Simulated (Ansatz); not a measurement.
## H5NSiTe, SMILES N[SiH2][TeH]: a geometry optimisation, step by step

Computed with the Python package of Ansatz (0.2.0).

Notebook, run cell by cell (the value of a cell's last expression is shown):

**Cell 1**
```python
import ansatz as az
from ase import Atoms
import numpy as np

atoms = Atoms(["N", "Si", "Te", "H", "H", "H", "H", "H"], positions=[
    (-1.0568, 0.259, -0.667),
    (0.4997, 0.3793, 0.0983),
    (1.1374, -1.8907, 0.8348),
    (-0.9282, -0.2935, -1.5252),
    (-1.3164, 1.2586, -1.0432),
    (0.4421, 1.2975, 1.2594),
    (1.518, 0.8927, -0.8605),
    (-0.2036, -1.96, 1.8476),
])
h5nsite = az.Crystal.molecule_from_ase(atoms)

setup = h5nsite.calculation().basis(gaussian="def2-SVP").correlation("mp2")
symbols = [site.symbol for site in h5nsite.cartesian_sites]
start = np.array([site.position_ang for site in h5nsite.cartesian_sites], dtype=float)
def progress(event):
    if event["event"] == "relax_step":
        row = event["data"]
        print(f"step {row['step']:3d}  E = {row['lagrangian_ev']:.6f} eV  max force {row['allowed_force_max_ev_ang']:.4f} eV/A")
```

**Cell 2**
```python
data = setup.relax(force_tolerance=0.01, max_steps=100).session().plan().execute(on_event=progress).report
end = np.array(data["positions_ang"])
```
Output:
```text
step   1  E = -16696.224457 eV  max force 2.4968 eV/A
step   2  E = -16696.358458 eV  max force 1.0188 eV/A
step   3  E = -16696.433138 eV  max force 0.7451 eV/A
step   4  E = -16696.411018 eV  max force 0.8053 eV/A
step   5  E = -16696.483630 eV  max force 0.2238 eV/A
step   6  E = -16696.493687 eV  max force 0.2324 eV/A
step   7  E = -16696.495630 eV  max force 0.1011 eV/A
step   8  E = -16696.495985 eV  max force 0.0917 eV/A
step   9  E = -16696.497368 eV  max force 0.0264 eV/A
step  10  E = -16696.497486 eV  max force 0.0159 eV/A
step  11  E = -16696.497380 eV  max force 0.0310 eV/A
step  12  E = -16696.497505 eV  max force 0.0049 eV/A
```

**Cell 3**
```python
for key in ("converged", "free_energy_ev", "reference_energy_ev", "n_frozen", "n_occupied", "n_virtual"):
    print(f"{key:22s} {data[key]}")
```
Output:
```text
converged              True
free_energy_ev         -16696.497505308376
reference_energy_ev    -16685.76397521095
n_frozen               10
n_occupied             [15, 15]
n_virtual              [58, 58]
```

**Cell 4**
```python
print("bond        before    after (A)")
for i, j in [(0, 1), (0, 3), (0, 4), (1, 2), (1, 5), (1, 6), (2, 7)]:
    d0, d1 = (np.linalg.norm(xyz[i] - xyz[j]) for xyz in (start, end))
    print(f"{symbols[i]}{i}-{symbols[j]}{j}".ljust(10), f"{d0:8.4f} {d1:8.4f}")
for i, j, k in [(1, 0, 3), (1, 0, 4), (3, 0, 4), (0, 1, 2), (0, 1, 5), (0, 1, 6), (2, 1, 5), (2, 1, 6)]:
    u, v = end[i] - end[j], end[k] - end[j]
    print(f"angle {symbols[i]}{i}-{symbols[j]}{j}-{symbols[k]}{k}: {np.degrees(np.arccos(np.clip(u @ v / np.linalg.norm(u) / np.linalg.norm(v), -1, 1))):.2f} deg")
```
Output:
```text
bond        before    after (A)
N0-Si1       1.7386   1.7264
N0-H3        1.0287   1.0142
N0-H4        1.0991   1.0149
Si1-Te2      2.4702   2.5107
Si1-H5       1.4814   1.4797
Si1-H6       1.4899   1.4865
Te2-H7       1.6819   1.6511
angle Si1-N0-H3: 120.23 deg
angle Si1-N0-H4: 119.56 deg
angle H3-N0-H4: 111.63 deg
angle N0-Si1-Te2: 109.41 deg
angle N0-Si1-H5: 106.47 deg
angle N0-Si1-H6: 118.14 deg
angle Te2-Si1-H5: 112.86 deg
angle Te2-Si1-H6: 102.04 deg
```

**Cell 5**
```python
charges = data["charge_distribution"]
dipole = np.array(charges["dipole_moment_e_ang"]) * 4.803205
print("dipole (D): {:.3f} {:.3f} {:.3f}, length {:.3f}".format(*dipole, np.linalg.norm(dipole)))
print("atom  Mulliken   Lowdin")
for symbol, m, l in zip(symbols, charges["mulliken_charges_e"], charges["lowdin_charges_e"]):
    print(f"{symbol:4s} {m:9.3f} {l:8.3f}")
```
Output:
```text
dipole (D): -1.394 1.156 -1.341, length 2.254
atom  Mulliken   Lowdin
N       -0.459   -0.020
Si       0.612    0.224
Te      -0.214    0.034
H        0.150    0.009
H        0.148    0.012
H       -0.116   -0.101
H       -0.138   -0.116
H        0.018   -0.042
```

What to keep in mind:
- Total energies depend on the basis set; only differences at equal settings carry meaning.
- The end point is the stationary point reached from this start; no frequency run checks that it is a minimum, and the basis set is modest.
- def2 sets replace the cores of elements past krypton by effective core potentials.
- The Löwdin charges here are taken after orthogonalising the functions within each atom; they differ from plain Löwdin charges, and their signs can be unphysical.
- Timing: 53 s on 1 thread of Intel(R) Xeon(R) Platinum 8375C CPU @ 2.90GHz (Ice Lake), on a shared host, peak memory 0.27 GiB.

(Lines on the test bed's own set-up are left out of the output.)
